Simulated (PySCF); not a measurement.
# From one method to the next for CdBr

Starting from one script, swap the method and compare what comes out for CdBr.

Computed with PySCF 2.14.0. Level: method and basis as typed in the scripts.

6 further runs of the same task are left out: 6 that didn't finish.

### 1 Where the work starts

CdBr: 2 atoms, charge 0, spin multiplicity 2.

Bond lengths: Cd1–Br2 2.105 Å.

### 2 The run that the others are compared with

File input.py:

```python
from pyscf import gto, scf, mcscf

mol = gto.M(
    atom='Cd 0 0 0; Br 0 0 2.105',
    basis='sbkjc',
    ecp={'Cd': 'sbkjc', 'Br': 'sbkjc'},
    charge=0,
    spin=1,
    symmetry=True,
    verbose=4,
)
mf = scf.ROHF(mol)
mf.kernel()
mc = mcscf.CASCI(mf, 6, 5)
mc.kernel()
mc.analyze()
mf.dip_moment()
print('orbital energies (hartree):', mf.mo_energy[..., max(0, mol.nelec[1]-3):mol.nelec[0]+3].round(4))
```

On the command line:

```bash
python input.py
```

### 3 Population analysis

Edit 1 changes step after the SCF: casci → analyze.

Edit input.py of step 2 so:

```diff
@@ -1,2 +1,2 @@
-from pyscf import gto, scf, mcscf
+from pyscf import gto, scf
 
@@ -13,5 +13,3 @@
 mf.kernel()
-mc = mcscf.CASCI(mf, 6, 5)
-mc.kernel()
-mc.analyze()
+mf.mulliken_pop()
 mf.dip_moment()
```

### 4 Geometry optimisation

Edit 2 changes step after the SCF: casci → optimize.

File input.py:

```python
from pyscf import gto, scf
from pyscf.geomopt.geometric_solver import optimize

mol = gto.M(
    atom='Cd 0 0 0; Br 0 0 2.105',
    basis='sbkjc',
    ecp={'Cd': 'sbkjc', 'Br': 'sbkjc'},
    charge=0,
    spin=1,
    symmetry=True,
    verbose=4,
)
mf = scf.ROHF(mol)
mf.kernel()
mol_eq = optimize(mf, maxsteps=30)
print('optimised geometry (angstrom)')
print(mol_eq.tostring('raw'))
print('orbital energies (hartree):', mf.mo_energy[..., max(0, mol.nelec[1]-3):mol.nelec[0]+3].round(4))
```

### 5 UHF

Edit 3 changes SCF type: ROHF → UHF.

Edit input.py of step 2 so:

```diff
@@ -11,3 +11,3 @@
 )
-mf = scf.ROHF(mol)
+mf = scf.UHF(mol)
 mf.kernel()
@@ -17,2 +17,2 @@
 mf.dip_moment()
-print('orbital energies (hartree):', mf.mo_energy[..., max(0, mol.nelec[1]-3):mol.nelec[0]+3].round(4))
+print('orbital energies (hartree):', [e[max(0, n-3):n+3].round(4) for e, n in zip(mf.mo_energy, mol.nelec)])
```

### 6 Mn15l (ROKS)

Edit 4 changes functional: none (Hartree–Fock) → mn15l; SCF type: ROHF → ROKS; step after the SCF: casci → analyze.

Edit input.py of step 2 so:

```diff
@@ -1,2 +1,2 @@
-from pyscf import gto, scf, mcscf
+from pyscf import gto, dft
 
@@ -11,7 +11,5 @@
 )
-mf = scf.ROHF(mol)
+mf = dft.ROKS(mol, xc='mn15l')
 mf.kernel()
-mc = mcscf.CASCI(mf, 6, 5)
-mc.kernel()
-mc.analyze()
+mf.mulliken_pop()
 mf.dip_moment()
```

### 7 SCF alone

Edit 5 changes step after the SCF: casci → none.

Edit input.py of step 2 so:

```diff
@@ -1,2 +1,2 @@
-from pyscf import gto, scf, mcscf
+from pyscf import gto, scf
 
@@ -13,5 +13,2 @@
 mf.kernel()
-mc = mcscf.CASCI(mf, 6, 5)
-mc.kernel()
-mc.analyze()
 mf.dip_moment()
```

What does the calculation give? Wanted: for each run, E(SCF); from base; gap, α spin; SCF dipole; after the SCF.

The runs gave:

| run | E(SCF) (hartree) | from base (eV) | cycles | gap, α spin (eV) | SCF dipole (D) | after the SCF |
| --- | --- | --- | --- | --- | --- | --- |
| base | -179.126287 | 0 | 12 | n/a | 2.27 | CASCI correlation -0.047 eV |
| population analysis | -179.126287 | 0.0000 | 12 | n/a | 2.27 | n/a |
| geometry optimisation | -179.126287 | 0.0000 | 12 | n/a | n/a | bond 2.551 Å, -1.681 eV |
| UHF | -179.127454 | -0.0318 | 14 | 9.11 | 2.26 | CASCI correlation 0.167 eV |
| mn15l (ROKS) | -179.576468 | not comparable | 13 | n/a | 1.69 | n/a |
| SCF alone | -179.126287 | 0.0000 | 12 | n/a | 2.27 | n/a |

SCF columns refer to the geometry typed in the script.

What this shows: Total energies of different functionals can't be compared with each other; differences within one functional can. The dearest run is “geometry optimisation”, at 6.8 s against 0.9 s.
